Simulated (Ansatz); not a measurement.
Relaxation of a periodic cell of 23 atoms, Si₈NO₁₄ (host SiO2, host structure P4_2/mnm, dopant N, one O atom removed), to a largest force component of 0.03 eV/Å in at most 60 steps.

The calculation used Ansatz 0.2.0, DFT LDA, scalar-relativistic, plane waves, PAW. Settings: PAW set soft_1, cutoff 420 eV, k mesh 2x2x2, gaussian smearing 0.05 eV, spin collinear.

```xyz
23
Lattice="-4.1693 -4.1693 0.0000 4.1693 -4.1693 0.0000 0.0000 0.0000 5.3304" Properties=species:S:1:pos:R:3
Si 0.000 -4.169 0.000
Si 2.085 -2.085 1.333
O 1.282 -2.887 0.000
O 0.803 -0.803 1.333
O -1.282 -5.451 0.000
O 3.367 -3.367 1.333
Si 0.000 -4.169 2.665
Si 2.085 -2.085 3.998
O 1.282 -2.887 2.665
O -1.282 -5.451 2.665
N 4.972 -4.972 3.998
Si 0.000 0.000 0.000
Si -2.085 -2.085 1.333
O -2.887 -2.887 0.000
O 0.803 -4.972 1.333
O -1.282 -1.282 0.000
O -0.803 -3.367 1.333
Si 0.000 0.000 2.665
Si -2.085 -2.085 3.998
O -2.887 -2.887 2.665
O 0.803 -4.972 3.998
O -1.282 -1.282 2.665
O -0.803 -3.367 3.998
```

Task: Where does it end, and by what steps?

Result: The forces met the threshold. Limits of this set-up: coarse k mesh, PAW files made for another functional, a small cell, in which the defect meets its images. After 6 steps the energy has fallen by 0.970 eV; Si8 moved furthest, 0.20 Å.

```csv
step,energy less start (eV),largest force component (eV/Å),accepted
0,0.0000,2.427,yes
1,-0.5584,2.275,yes
2,-0.8283,1.889,yes
3,-0.9548,0.724,yes
4,-0.9582,0.227,yes
5,-0.9701,0.032,yes
6,-0.9705,0.009,yes
```

```xyz
23
Lattice="-4.1693 -4.1693 0.0000 4.1693 -4.1693 0.0000 0.0000 0.0000 5.3304" Properties=species:S:1:pos:R:3
Si -0.003 -4.166 -0.002
Si 2.139 -2.139 1.333
O 1.323 -2.933 -0.009
O 0.854 -0.854 1.333
O -1.236 -5.493 -0.009
O 3.394 -3.394 1.333
Si -0.003 -4.166 2.667
Si 1.944 -1.944 3.998
O 1.323 -2.933 2.674
O -1.236 -5.493 2.674
N 4.923 -4.923 3.998
Si 0.055 -0.055 0.026
Si -2.118 -2.052 1.333
O -2.923 -2.859 0.006
O 0.790 -4.960 1.333
O -1.310 -1.246 0.006
O -0.821 -3.348 1.333
Si 0.055 -0.055 2.639
Si -2.098 -2.071 3.998
O -2.923 -2.859 2.659
O 0.801 -4.970 3.998
O -1.310 -1.246 2.659
O -0.817 -3.352 3.998
```

Time of the run: 40 s on 2 threads of Intel(R) Xeon(R) Platinum 8259CL CPU @ 2.50GHz (Skylake/Cascade Lake), with other jobs on the host, peak memory 0.61 GiB.
